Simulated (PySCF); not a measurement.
# [FeCl2]+: structure of the doublet

Where does doublet [FeCl2]+ go from a linear start, is the end point a minimum, and what are its modes, charges and moments?

Computed with PySCF 2.14.0. Level: PBE0, basis Fe def2-SVP, Cl def2-SVP, no relativity, density fitting.

## (1) The system as given

3 atoms, charge 1, spin multiplicity 2.

Bond lengths: Fe1–Cl2 2.107 Å, Fe1–Cl3 2.107 Å. Angles: Cl2–Fe1–Cl3 180.0°.

```xyz
3
charge 1 multiplicity 2
Fe    0.0000    0.0000    0.0000
Cl    0.0000    0.0000    2.1070
Cl    0.0000    0.0000   -2.1070
```

## (2) Relaxing the doublet from the linear start

The steps below are one call of a driver around PySCF. For each, scf.py gives the equivalent set-up of the SCF; relaxations use the driver's own optimiser. Before each start the driver seeks the lowest SCF state from one or more starting densities and follows internal instabilities, so scf.py alone need not reach the same state.

The program finds D∞h symmetry in the start, which this walk keeps. Threshold on the gradient: 0.0003 Eh/bohr, with a further test on the energy change.

Contents of scf.py:

```python
from pyscf import gto, scf, dft
mol = gto.M(atom='''
Fe     0.000000     0.000000     0.000000
Cl     0.000000     0.000000     2.107000
Cl     0.000000     0.000000    -2.107000''',
    basis={'Fe': 'def2-SVP', 'Cl': 'def2-SVP'},
    charge=1, spin=1)
mf = dft.UKS(mol, xc='PBE0')
mf.grids.atom_grid = (50, 194)
aux = {'Fe': 'def2-universal-JKFIT', 'Cl': 'def2-universal-JKFIT'}
mf = mf.density_fit(auxbasis=aux)
mf.kernel()
```

The optimiser's trace:

```
step   energy (Eh)  change (kJ/mol)  largest symmetric gradient (Eh/bohr)
   0  -2182.791561             0.00                               0.00331
   1  -2182.791628            -0.17                               0.00185
   2  -2182.791660            -0.26                               0.00006
```

The walk ran for 2.9 s (4 threads, shared host).

Positions (Å) and forces (eV/Å) along the way:

```
step 0
Fe   0.000   0.000   0.000   0.000   0.000   0.000
Cl   0.000   0.000   2.107   0.000   0.000   0.170
Cl   0.000   0.000  -2.107   0.000   0.000  -0.170
step 1
Fe   0.000   0.000   0.000   0.000   0.000   0.000
Cl   0.000   0.000   2.114   0.000   0.000   0.095
Cl   0.000   0.000  -2.114   0.000   0.000  -0.095
step 2
Fe   0.000   0.000   0.000   0.000   0.000   0.000
Cl   0.000   0.000   2.123   0.000   0.000   0.003
Cl   0.000   0.000  -2.123   0.000   0.000  -0.003
```

End point (D∞h, 2 steps, 0.3 kJ/mol gained): Fe–Cl 2.123 Å (×2); Cl–Fe–Cl 180.0°.

## (3) Vibrations and properties at this point

The point is checked on the finer grid, and tightened if its gradient asks for it. The Hessian and the dipole derivatives come from central differences of analytic gradients, with steps of 0.01 bohr.

Edit scf.py of step 2 so:

```diff
@@ -3,3 +3,3 @@
-Fe     0.000000     0.000000     0.000000
-Cl     0.000000     0.000000     2.107000
-Cl     0.000000     0.000000    -2.107000''',
+Fe    -0.000000     0.000000     0.000000
+Cl     0.000000     0.000000     2.122553
+Cl    -0.000000    -0.000000    -2.122553''',
@@ -9 +9 @@
-mf.grids.atom_grid = (50, 194)
+mf.grids.atom_grid = (75, 302)
```

The driver hands on the density of the step before, so the log starts near convergence.

Log of the central SCF (cycles and frontier levels):

```text
init E= -2182.79153893401
[... the frontier-level lines of each cycle are left out ...]
cycle= 1 E= -2182.79153893543  delta_E= -1.42e-09  |g|= 2.26e-05  |ddm|= 8.56e-05
cycle= 2 E= -2182.79153893378  delta_E= 1.65e-09  |g|= 6.96e-05  |ddm|= 0.000144
cycle= 3 E= -2182.79153893762  delta_E= -3.85e-09  |g|= 1.54e-05  |ddm|= 9.94e-05
cycle= 4 E= -2182.79153893795  delta_E= -3.31e-10  |g|= 1.5e-05  |ddm|= 1.57e-05
cycle= 5 E= -2182.79153891486  delta_E= 2.31e-08  |g|= 1.36e-05  |ddm|= 0.0012
cycle= 6 E= -2182.79153890604  delta_E= 8.82e-09  |g|= 1.3e-05  |ddm|= 0.000526
cycle= 7 E= -2182.79153888387  delta_E= 2.22e-08  |g|= 1.13e-05  |ddm|= 0.00166
cycle= 8 E= -2182.79153886286  delta_E= 2.1e-08  |g|= 7.33e-06  |ddm|= 0.00307
cycle= 9 E= -2182.79153886259  delta_E= 2.74e-10  |g|= 6.67e-06  |ddm|= 0.000474
cycle= 10 E= -2182.79153886295  delta_E= -3.65e-10  |g|= 6.57e-06  |ddm|= 0.000235
cycle= 11 E= -2182.79153886307  delta_E= -1.21e-10  |g|= 6.57e-06  |ddm|= 1.19e-05
cycle= 12 E= -2182.79153886344  delta_E= -3.69e-10  |g|= 6.57e-06  |ddm|= 4.02e-05
cycle= 13 E= -2182.79153886338  delta_E= 5.78e-11  |g|= 6.57e-06  |ddm|= 8.33e-06
Extra cycle  E= -2182.79153886378  delta_E= -3.96e-10  |g|= 6.6e-06  |ddm|= 4.74e-05
converged SCF energy = -2182.79153886378  <S^2> = 2.3557112  2S+1 = 3.2284431
```

The whole step took 12 s.

Geometry: D∞h; Fe–Cl 2.123 Å (×2); Cl–Fe–Cl 180.0°.

Harmonic modes (main isotopes):

```csv
ω (cm⁻¹),IR (km/mol),type
41i,14.7,bend
56,12.8,bend
285,0.0,stretch
315,205,stretch
```

1 mode is imaginary, the largest at 41i cm⁻¹: a saddle point, not a minimum.

The SCF density has lower symmetry than the nuclear frame, so the modes carry no labels; pairs that should be degenerate can split.

Properties at this point:

```
Dipole moment about the centre of mass                          : 0.00 D
Highest occupied level                                          : -14.98 eV
Lowest empty level                                              : -13.21 eV
Rotational constants                                            : 0.0535 cm⁻¹
Zero-point energy (real modes)                                  : 3.9 kJ/mol
Principal polarisabilities                                      : 19.9, 20.9, 177.0 bohr³
Principal traceless quadrupole moments about the centre of mass : -3.65, -1.31, 4.96 D Å
Spin squared ⟨S²⟩                                               : 2.356
```

Populations by atom (charges in e):

```csv
atom,Mulliken,Löwdin,polar tensor,spin (Mulliken),Mayer order to Fe1
Fe1,0.89,0.58,0.03,1.83,–
"Cl2,3",0.05,0.21,0.48,-0.42,1.13
```

Mulliken populations on Fe1: s 6.40, p 12.43, d 6.28, f 0.00.

## (4) Leaving the saddle point

The atoms are moved a little along the softest imaginary mode and relaxed again.

The program finds C2v symmetry in the start, which this walk keeps.

Edit scf.py of step 3 so:

```diff
@@ -3,3 +3,3 @@
-Fe    -0.000000     0.000000     0.000000
-Cl     0.000000     0.000000     2.122553
-Cl    -0.000000    -0.000000    -2.122553''',
+Fe    -0.250000     0.000000     0.000000
+Cl     0.199946     0.000000     2.122553
+Cl     0.199946    -0.000000    -2.122553''',
@@ -9 +9 @@
-mf.grids.atom_grid = (75, 302)
+mf.grids.atom_grid = (50, 194)
```

Energy and gradient, step by step:

```csv
step,energy (Eh),change (kJ/mol),largest symmetric gradient (Eh/bohr)
0,-2182.791211,0.00,0.00946
1,-2182.791872,-1.74,0.00613
2,-2182.792388,-3.09,0.00248
3,-2182.792483,-3.34,0.00261
4,-2182.792595,-3.63,0.00277
5,-2182.792725,-3.97,0.00294
6,-2182.792880,-4.38,0.00314
7,-2182.793065,-4.87,0.00335
8,-2182.793293,-5.46,0.00358
9,-2182.793579,-6.22,0.00388
10,-2182.793950,-7.19,0.00418
11,-2182.794424,-8.43,0.00445
12,-2182.795015,-9.99,0.00451
13,-2182.795703,-11.79,0.00421
14,-2182.796423,-13.68,0.00359
15,-2182.797351,-16.12,0.00760
16,-2182.798205,-18.36,0.00100
17,-2182.798227,-18.42,0.00026
18,-2182.798228,-18.42,0.00002
```

The walk took 26 s.

It settles in C2v symmetry, 18.4 kJ/mol below the start, after 18 steps: Fe–Cl 2.065 Å (×2); Cl–Fe–Cl 108.6°.

## (5) Hessian and properties

As before: finer grid, then central differences.

Edit scf.py of step 4 so:

```diff
@@ -3,3 +3,3 @@
-Fe    -0.250000     0.000000     0.000000
-Cl     0.199946     0.000000     2.122553
-Cl     0.199946    -0.000000    -2.122553''',
+Fe    -0.668496     0.000000    -0.000000
+Cl     0.535015     0.000000     1.679300
+Cl     0.535015    -0.000000    -1.679300''',
@@ -9 +9 @@
-mf.grids.atom_grid = (50, 194)
+mf.grids.atom_grid = (75, 302)
```

Log of the central SCF (cycles and frontier levels):

```text
init E= -2182.79810599159
[... the frontier-level lines of each cycle are left out ...]
cycle= 1 E= -2182.79810599213  delta_E= -5.33e-10  |g|= 1.26e-05  |ddm|= 4.04e-05
cycle= 2 E= -2182.7981059922  delta_E= -7.55e-11  |g|= 3.64e-05  |ddm|= 4.98e-05
cycle= 3 E= -2182.79810599284  delta_E= -6.43e-10  |g|= 9.31e-06  |ddm|= 2.58e-05
cycle= 4 E= -2182.7981059924  delta_E= 4.47e-10  |g|= 9.33e-06  |ddm|= 3.11e-05
cycle= 5 E= -2182.79810598914  delta_E= 3.26e-09  |g|= 9.26e-06  |ddm|= 0.000231
cycle= 6 E= -2182.79810598431  delta_E= 4.83e-09  |g|= 8.95e-06  |ddm|= 0.000352
cycle= 7 E= -2182.7981059758  delta_E= 8.51e-09  |g|= 8.61e-06  |ddm|= 0.00067
cycle= 8 E= -2182.79810595309  delta_E= 2.27e-08  |g|= 6.84e-06  |ddm|= 0.00232
cycle= 9 E= -2182.79810594849  delta_E= 4.6e-09  |g|= 5.85e-06  |ddm|= 0.000721
cycle= 10 E= -2182.79810594187  delta_E= 6.62e-09  |g|= 3.68e-06  |ddm|= 0.00167
cycle= 11 E= -2182.79810594097  delta_E= 8.95e-10  |g|= 3.37e-06  |ddm|= 0.000491
cycle= 12 E= -2182.79810594089  delta_E= 7.64e-11  |g|= 3.23e-06  |ddm|= 0.000113
Extra cycle  E= -2182.79810594096  delta_E= -6.73e-11  |g|= 3.65e-06  |ddm|= 1.61e-05
converged SCF energy = -2182.79810594096  <S^2> = 2.1048221  2S+1 = 3.0690859
```

The whole step took 20 s.

Geometry: C2v; Fe–Cl 2.066 Å (×2); Cl–Fe–Cl 108.7°.

Harmonic modes (main isotopes):

| symmetry | ω (cm⁻¹) | IR (km/mol) | μ (u) | type |
| --- | --- | --- | --- | --- |
| a1 | 99 | 4.5 | 38.85 | bend |
| a1 | 350 | 9.7 | 39.22 | stretch |
| b2 | 452 | 1.4 | 42.11 | stretch |

All wavenumbers are real: a minimum.

Constants and moments:

```
Dipole moment about the centre of mass                          : 3.58 D
Highest occupied level                                          : -14.93 eV
Lowest empty level                                              : -12.15 eV
Rotational constants                                            : 0.3745, 0.08547, 0.06959 cm⁻¹
Zero-point energy                                               : 5.4 kJ/mol
Principal polarisabilities                                      : 19.6, 30.1, 93.0 bohr³
Principal traceless quadrupole moments about the centre of mass : -5.43, 2.52, 2.91 D Å
Entropy at 298.15 K and 1 bar (electronic part: spin only)      : 301.0 J/(mol K)
Heat capacity Cp at 298.15 K                                    : 53.7 J/(mol K)
Enthalpy at 298.15 K above 0 K                                  : 13.49 kJ/mol
Rotational symmetry number                                      : 2
Spin squared ⟨S²⟩                                               : 2.105
```

Populations by atom (charges in e):

```tsv
atom	Mulliken	Löwdin	polar tensor	spin (Mulliken)	Mayer order to Fe1
Fe1	0.84	0.52	0.98	1.82	–
Cl2,3	0.08	0.24	0.01	-0.41	1.34
```

Outer orbital energies (eV). α occupied: -18.54, -18.25, -17.14, -17.13, -15.95, -15.41, -15.33, -15.06; empty: -12.15, -11.59, -7.68, -4.62. β occupied: -18.51, -17.69, -17.48, -16.66, -16.11, -15.96, -15.28, -14.93; empty: -9.87, -9.78, -9.34, -7.43.

Mulliken populations on Fe1: s 6.37, p 12.41, d 6.38, f 0.00.

## (6) The points found, side by side

| spin | group | bonds | imaginary modes (cm⁻¹) | ΔE (kJ/mol) | with zero-point energy |
| --- | --- | --- | --- | --- | --- |
| broken-symmetry (Ms = 1/2) | C2v | Fe–Cl 2.066 Å (×2) | none | 0.0 | 0.0 |
| broken-symmetry (Ms = 1/2) | D∞h (density of lower symmetry) | Fe–Cl 2.123 Å (×2) | 41i | 17.2 | – |

## (7) Summary of results

| quantity | value |
| --- | --- |
| minimum | broken-symmetry (Ms = 1/2), C2v |
| geometry | Fe–Cl 2.066 Å (×2); Cl–Fe–Cl 108.7° |
| wavenumbers (cm⁻¹) | 99 (a1), 350 (a1), 452 (b2) |
| dipole moment (centre of mass) | 3.58 D |
| highest occupied, lowest empty level (either spin) | -14.93, -12.15 eV |
| polar-tensor charge of Fe1 | +0.98 e |
| zero-point energy | 5.4 kJ/mol |
| entropy at 298.15 K | 301.0 J/(mol K) |
| ⟨S²⟩ | 2.105 |

What this shows: From D∞h at the start the molecule goes to a C2v minimum, after a stop at a saddle point 17.2 kJ/mol higher, from which it was pushed off along an imaginary mode. The determinant is spin-contaminated (⟨S²⟩ = 2.10 against 0.75), so it is no pure spin state. The strongest infrared band lies at 350 cm⁻¹ (a1, stretch). Other starts or spin states, not run here, may lie lower. One determinant may miss the lowest occupation of an open d or f shell.

The search up to here ran for 75 s (4 threads, shared host).
